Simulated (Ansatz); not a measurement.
# SrB: the cost of one run

Computed with Ansatz 0.2.0 (DFT PBE, scalar-relativistic, plane waves, PAW, unless a step's input says otherwise).

## (1) Starting point

It takes space group P2_13 (No. 198, cubic). Conventional cell: a = 5.243 Å, b = 5.243 Å, c = 5.243 Å, α = 90.00°, β = 90.00°, γ = 90.00°. Sr (site symmetry 3) is surrounded by 7 B at 2.63 to 2.95 Å. Around B (site symmetry 3) lie 7 Sr at 2.63 to 2.95 Å.

Structure file:

```cif
data_structure
_symmetry_space_group_name_H-M 'P2_13'
_symmetry_Int_Tables_number 198
_cell_length_a 5.2432
_cell_length_b 5.2432
_cell_length_c 5.2432
_cell_angle_alpha 90.000
_cell_angle_beta 90.000
_cell_angle_gamma 90.000
_cell_volume 144.14
loop_
_atom_site_label
_atom_site_type_symbol
_atom_site_symmetry_multiplicity
_atom_site_Wyckoff_symbol
_atom_site_fract_x
_atom_site_fract_y
_atom_site_fract_z
_atom_site_occupancy
Sr1 Sr 4 a 0.13400 0.13400 0.13400 1
B1 B 4 a 0.84450 0.84450 0.84450 1
```

This is candidate A: FeSi (B20) type (P2_13, No. 198).

(A quick probe on a coarse mesh, which set the mesh and smearing, is not shown.)

## (3) A loose first relaxation (candidate A)

input.yaml reads:

```yaml
crystal:
  lattice:
    - [5.2431673148, 0.0, 0.0]
    - [0.0, 5.2431673148, 0.0]
    - [0.0, 0.0, 5.2431673148]
  atoms:
    - { symbol: Sr, position: [0.134, 0.134, 0.134] }
    - { symbol: Sr, position: [0.366, 0.866, 0.634] }
    - { symbol: Sr, position: [0.634, 0.366, 0.866] }
    - { symbol: Sr, position: [0.866, 0.634, 0.366] }
    - { symbol: B, position: [0.8445, 0.8445, 0.8445] }
    - { symbol: B, position: [0.6555, 0.1555, 0.3445] }
    - { symbol: B, position: [0.3445, 0.6555, 0.1555] }
    - { symbol: B, position: [0.1555, 0.3445, 0.6555] }
basis:
  ecutwfc: 420
kpoints:
  mp_grid: { grid: [4, 4, 4] }
hamiltonian:
  xc: pbe
scf:
  occupations: { method: gaussian, width: 0.1 }
  lower_state_search: "off"
output:
  forces: true
  stress: true
  eigenvalues: true
relax:
  adjacent_minimum: "off"
  f_tol: 0.04
  max_steps: 70
  cell: { stress_tol: 0.4 }
```

Command:

```
$ ansatz run input.yaml --threads 1 --pin off --max-ram 2560MiB --backend cpu --events-out ev --progress --plain --runs-dir out
```

What time and memory should one allow on 1 thread of Arm Neoverse V2, shared host?

About 40 s, with a peak of 0.36 GiB.
